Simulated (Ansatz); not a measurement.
## Na3In, space group Fm-3m: an equation of state with a fit, step by step

With Ansatz 0.2.0 through its Python package.

Typed at the interpreter:
```pycon
>>> import warnings
>>> import ansatz as az
>>> import numpy as np
>>> from scipy.optimize import curve_fit
>>> VECTORS = np.array([
...     [0.0, 3.890459, 3.890459],
...     [3.890459, 0.0, 3.890459],
...     [3.890459, 3.890459, 0.0],
... ])
>>> SITES = [
...     ("Na", (0.25, 0.25, 0.25)),
...     ("Na", (0.75, 0.75, 0.75)),
...     ("Na", (0.5, 0.5, 0.5)),
...     ("In", (0.0, 0.0, 0.0)),
... ]
>>> def crystal_on(cell):
...     crystal = az.Crystal(lattice=az.Lattice.of(cell))
...     for symbol, position in SITES:
...         crystal = crystal.atom(symbol, position)
...     return crystal
...
>>> def vinet(v, e0, v0, b0, b1):
...     eta = (v / v0) ** (1 / 3)
...     return e0 + 2 * b0 * v0 / (b1 - 1) ** 2 * (2 - (5 + 3 * b1 * (eta - 1) - 3 * eta) * np.exp(-1.5 * (b1 - 1) * (eta - 1)))
...
>>> warnings.simplefilter("ignore", az.DeckWarning)
>>> # uniform scaling of the cell
>>> volumes, energies = [], []
>>> for scale in np.linspace(0.9, 1.1, 9):
...     cell = VECTORS * scale ** (1 / 3)
...     base = crystal_on(cell).calculation()
...     base = base.pseudopotentials("paw")
...     base = base.functional(az.Functional.PBESOL)
...     base = base.occupations("gaussian", width=0.15)
...     base = base.basis(500).kpoints(5, 5, 5)
...     rep = base.run(threads=1, pin="off").report
...     volumes.append(abs(np.linalg.det(cell)) / len(SITES))
...     energies.append(rep["free_energy_ev"] / len(SITES))
...     print(f"V = {volumes[-1]:8.4f} A^3/atom  F = {energies[-1]:.5f} eV/atom")
...
V =  26.4981 A^3/atom  F = -2488.29220 eV/atom
V =  27.2342 A^3/atom  F = -2488.29807 eV/atom
V =  27.9702 A^3/atom  F = -2488.30161 eV/atom
V =  28.7063 A^3/atom  F = -2488.30310 eV/atom
V =  29.4424 A^3/atom  F = -2488.30280 eV/atom
V =  30.1784 A^3/atom  F = -2488.30094 eV/atom
V =  30.9145 A^3/atom  F = -2488.29771 eV/atom
V =  31.6505 A^3/atom  F = -2488.29328 eV/atom
V =  32.3866 A^3/atom  F = -2488.28781 eV/atom
>>> guess = (min(energies), volumes[int(np.argmin(energies))], 0.5, 4.5)
>>> (e0, v0, b0, b1), _ = curve_fit(vinet, np.array(volumes), np.array(energies), p0=guess, maxfev=20000)
>>> print(f"Vinet fit: V0 = {v0:.4f} A^3/atom, B0 = {160.21766 * b0:.1f} GPa, B1 = {b1:.2f}")
Vinet fit: V0 = 28.9411 A^3/atom, B0 = 14.7 GPa, B1 = 4.24
>>> print("largest residual", round(1000 * float(np.abs(vinet(np.array(volumes), e0, v0, b0, b1) - energies).max()), 3), "meV/atom")
largest residual 0.003 meV/atom
```

A third-order Birch-Murnaghan fit through the 9 points (the script's own form differs a little) has its minimum at 28.94 Å³ an atom, 1.7 % below the typed cell, with a bulk modulus of 15 GPa and dB/dP = 4.3. From that minimum the energy rises by 11.0 meV an atom on the compressed side and 15.4 meV on the expanded side.

Reading the output:
- Total energies depend on the potentials; only differences at equal settings carry meaning.
- The mesh is modest for a metal, so energies can be off by several to tens of meV an atom and pressures by half a GPa or more; differences at equal mesh fare better.
- The structure comes from a database of computed cells and needn't be a stable or known phase.
- Finished in 23 s on 1 thread of Arm Neoverse N1, on a shared host, peak memory 0.48 GiB.

(Lines on the test bed's own set-up are left out of the output.)
